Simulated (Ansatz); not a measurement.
**Cl₂FGeH₃Si: up Jacob's ladder to CCSD(T)**

Aim: compute Cl₂FGeH₃Si with functionals from several rungs and with coupled cluster, and see how far each lands from CCSD(T) at the basis-set limit for the atomisation energy.

Method: functionals in def2-TZVPP, the program's frozen cores in correlated methods; program: Ansatz 0.2.0, Gaussian basis.

Levels to be run: LDA (SPW92), PBE-D4, revPBE-D4, BLYP-D4, r2SCAN-D4, B97M-V, PBE0-D4, B3LYP-D4, r2SCANh-D4, r2SCAN0-D4, HSE06-D4, BHLYP-D4, CAM-B3LYP-D4, LC-ωPBE, ωB97X-V, ωB97M-V, B2PLYP, PBE-QIDH; CCSD(T)/def2-SVP; CCSD(T)/def2-TZVPP; MP2/def2-QZVPP; extrapolation to the limit; RPA on PBE.

**1. The relaxed structure**

The geometry comes from an earlier relaxation with PBE0-D4 in a triple-zeta def2 set; it is a stationary point, not always the lowest conformer.

8 atoms, charge 0, spin multiplicity 1.

Atoms are counted from 1 here; the program's logs count them from 0.

Bond lengths: F1–Si2 1.589 Å, Si2–Cl3 2.038 Å, Si2–Cl4 2.038 Å, Si2–Ge5 2.370 Å, Ge5–H6 1.534 Å, Ge5–H7 1.534 Å, Ge5–H8 1.533 Å. Angles: F1–Si2–Cl3 107.1°, F1–Si2–Cl4 107.1°, F1–Si2–Ge5 110.8°, Cl3–Si2–Cl4 108.8°, Cl3–Si2–Ge5 111.5°, Cl4–Si2–Ge5 111.5°, Si2–Ge5–H6 109.2°, Si2–Ge5–H7 109.2°, Si2–Ge5–H8 108.3°, H6–Ge5–H7 110.1°, H6–Ge5–H8 110.0°, H7–Ge5–H8 110.0°.

**2. LDA**

This LDA is Slater exchange with PW92 correlation.

Input file in.yaml:

```yaml
crystal:
  periodic: [false, false, false]
  atoms:
    - {symbol: F, position_ang: [-1.334348, -1.609232, 0.880873]}
    - {symbol: Si, position_ang: [-0.129670, -1.113315, -0.028311]}
    - {symbol: Cl, position_ang: [1.550345, -2.052128, 0.641560]}
    - {symbol: Cl, position_ang: [-0.518427, -1.738314, -1.928518]}
    - {symbol: Ge, position_ang: [0.092783, 1.243737, 0.080366]}
    - {symbol: H, position_ang: [0.373915, 1.657436, 1.530249]}
    - {symbol: H, position_ang: [-1.204959, 1.895955, -0.412419]}
    - {symbol: H, position_ang: [1.262661, 1.658760, -0.819500]}
basis:
  gaussian: {orbitals: def2-TZVPP}
hamiltonian: {xc: lda}
output: {orbitals: {seedname: orbitals}}
```

The runs that follow: PBE-D4 (GGA); revPBE-D4 (GGA); BLYP-D4 (GGA); r2SCAN-D4 (meta-GGA); B97M-V (meta-GGA); PBE0-D4 (hybrid); B3LYP-D4 (hybrid); r2SCANh-D4 (hybrid); r2SCAN0-D4 (hybrid); HSE06-D4 (hybrid); BHLYP-D4 (hybrid); CAM-B3LYP-D4 (range-separated); LC-ωPBE-D4 (range-separated); ωB97X-V (range-separated); ωB97M-V (range-separated); B2PLYP (double hybrid); PBE-QIDH (double hybrid); CCSD(T) in def2-SVP; CCSD(T) in def2-TZVPP; MP2 in def2-QZVPP; RPA on PBE orbitals.

Before running them: what should the planned runs give, taken together? Wanted: atomisation energy, CCSD(T)/CBS; farthest beyond LDA; mean size of error, GGA; mean size of error, meta-GGA; mean size of error, hybrid; mean size of error, range-separated; mean size of error, double hybrid; gap, smallest and largest; T1 diagnostic.

The runs gave:

| quantity | value |
| --- | --- |
| atomisation energy, CCSD(T)/CBS | 2535.6 kJ/mol |
| functionals within 25.4 kJ/mol (1.0 %) | PBE-D4, r2SCAN-D4, r2SCANh-D4, ωB97X-V, ωB97M-V |
| farthest beyond LDA | BHLYP-D4 (-100.1 kJ/mol) |
| mean size of error, GGA | 49.8 kJ/mol |
| mean size of error, meta-GGA | 15.6 kJ/mol |
| mean size of error, hybrid | 47.5 kJ/mol |
| mean size of error, range-separated | 26.0 kJ/mol |
| mean size of error, double hybrid | 50.1 kJ/mol |
| gap, smallest and largest | 6.13 eV (LDA (SPW92)), 13.06 eV (LC-ωPBE) |
| T1 diagnostic | 0.0113 |
| triples share of the correlation energy | 3.6 % |

In words: LDA overbinds by 331.8 kJ/mol (13 %). PBE-D4 misses by -8.9 kJ/mol. Double hybrids carry the basis error of their MP2 part in triple zeta, and no dispersion term here, so their miss is partly the set-up's. Taken by rung, meta-GGA functionals do best (15.6 kJ/mol on average) and double hybrid ones worst beyond LDA (50.1 kJ/mol). The gap between the best rungs is small, so their order is not settled. Misses under about 25.4 kJ/mol are within the doubt on the reference itself, which lacks core-valence correlation, relativity and higher excitations, and its outer-core shells are covered unevenly. Hartree-Fock recovers 74 % of the binding; the rest is correlation. CCSD(T) in def2-SVP is off by -238.6 kJ/mol, more than most functionals: a good method in a small basis is no reference. Orbital gaps span 6.1 to 13.1 eV; exact exchange widens them. Correlated methods include outer-core shells of Ge, which these sets cover unevenly.
